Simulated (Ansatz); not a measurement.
MoI:

```xyz
2
Lattice="3.6233 0.0000 0.0000 0.0000 3.6233 0.0000 0.0000 0.0000 5.0421" Properties=species:S:1:pos:R:3 pbc="T T T"
Mo    1.8116    1.8116    2.5210
I     0.0000    0.0000    2.5210
```

The cell was built by a generator and needn't be a form met in nature.

| Quantity | Value |
| --- | --- |
| Program | Ansatz 0.2.0 |
| Task | relaxation of cell and atoms |
| Functional | LDA |
| Potentials or basis | Ansatz PAW |
| Cutoff | 420 eV (not typed: the program's choice for these potentials) |
| k mesh | 5 × 5 × 4 |
| Occupations | fermi-dirac, width 0.05 eV |
| Spin | no spin polarisation |

At the start: volume 33.10 Å³/atom.

How do energy, volume and symmetry change on relaxing?

It ends after 12 steps and the volume is 22.45 Å³/atom (-32.2 %); space group P4/mmm (No. 123, to 0.05 Å).

The path:
| step | energy change (eV) | largest force (eV/Å) | volume (Å³) |
| --- | --- | --- | --- |
| 1 | 0.0000 | 0.0000 | 66.19 |
| 2 | -0.2069 | 0.0000 | 69.39 |
| 3 | -0.3272 | 0.0000 | 65.29 |
| 4 | -0.4717 | 0.0000 | 60.74 |
| 5 | -0.6368 | 0.0000 | 57.30 |
| 6 | -0.8156 | 0.0000 | 53.83 |
| 7 | -1.0314 | 0.0000 | 50.39 |
| 8 | -1.2575 | 0.0000 | 47.35 |
| 9 | -1.3259 | 0.0000 | 44.12 |
| 10 | -1.3370 | 0.0000 | 45.25 |
| 11 | -1.3387 | 0.0000 | 44.90 |
| 12 | -1.3379 | 0.0000 | 44.90 |

Final structure:
```
Mo I
1.0
     3.78453    0.00000    0.00000
     0.00000    3.78453    0.00000
     0.00000    0.00000    3.13488
Mo I
1 1
Cartesian
  1.8923 1.8923 1.5674
  0.0000 0.0000 1.5674
```

Caveat: the volume moved by over 15 % at a fixed basis, so the end points are rough; the plane-wave basis is chosen anew once the cell has moved, so the energies of steps on either side of that aren't comparable; an odd number of electrons without spin polarisation forces a metal; a magnetic or distorted state may lie lower; the PAW data sets come from PBE, with cores solved anew for the run's functional, which leaves a small shift of forces and pressure.
